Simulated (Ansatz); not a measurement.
# Ca2SI3: the cost of one run

Program: Ansatz 0.2.0. Level of theory: DFT PBE, scalar-relativistic, plane waves, PAW. These are calculated values, not measurements.

## (1) Starting point

It takes space group P6/mmm (No. 191, hexagonal). The conventional cell has a = 7.338 Å, b = 7.338 Å, c = 4.311 Å, α = 90.00°, β = 90.00°, γ = 120.00°. Around Ca (site symmetry -6m2) lie 6 I at 3.02 Å and 3 S at 4.24 Å and 3 Ca at 4.24 Å. S (site symmetry 6/mmm) is surrounded by 6 Ca at 4.24 Å and 12 I at 4.26 Å and 2 S at 4.31 Å. I (site symmetry mmm) has 4 Ca at 3.02 Å as nearest neighbours.

Coordinates:

```xyz
6
Lattice="7.3379 0.0000 0.0000 -3.6690 6.3548 0.0000 0.0000 0.0000 4.3115" Properties=species:S:1:pos:R:3 pbc="T T T"
Ca    0.0000    4.2365    0.0000
Ca    3.6690    2.1183    0.0000
S     0.0000    0.0000    0.0000
I     3.6690    0.0000    2.1557
I     1.8345    3.1774    2.1557
I    -1.8345    3.1774    2.1557
```

The cell is invented: species swapped into a database cell of ErB2Rh3 (P6/mmm, No. 191), with S on the Er sites, Ca on the B sites and I on the Rh sites. Its size is a rough estimate.

## (2) Probe: one point on a coarse mesh

input.yaml

```yaml
crystal:
  lattice:
    - [7.33791245, 0.0, 0.0]
    - [-3.66895622, 6.35481859, 0.0]
    - [0.0, 0.0, 4.31145028]
  atoms:
    - { symbol: Ca, position: [0.33333333, 0.66666667, 0.0] }
    - { symbol: Ca, position: [0.66666667, 0.33333333, 0.0] }
    - { symbol: S, position: [0.0, 0.0, 0.0] }
    - { symbol: I, position: [0.5, 0.0, 0.5] }
    - { symbol: I, position: [0.5, 0.5, 0.5] }
    - { symbol: I, position: [0.0, 0.5, 0.5] }
basis:
  ecutwfc: 420
kpoints:
  mp_grid: { grid: [3, 3, 4] }
hamiltonian:
  xc: pbe
scf:
  occupations: { method: gaussian, width: 0.1 }
  lower_state_search: "off"
output:
  forces: true
  stress: true
  eigenvalues: true
```

On the command line:

```
$ ansatz run input.yaml --threads 1 --pin off --max-ram 2048MiB --backend cpu --events-out ev --progress --plain --runs-dir out
```

Q: Estimate wall time and peak memory on 1 thread of Arm Neoverse V1, shared host.

About 5.7 s, with a peak of 0.43 GiB.
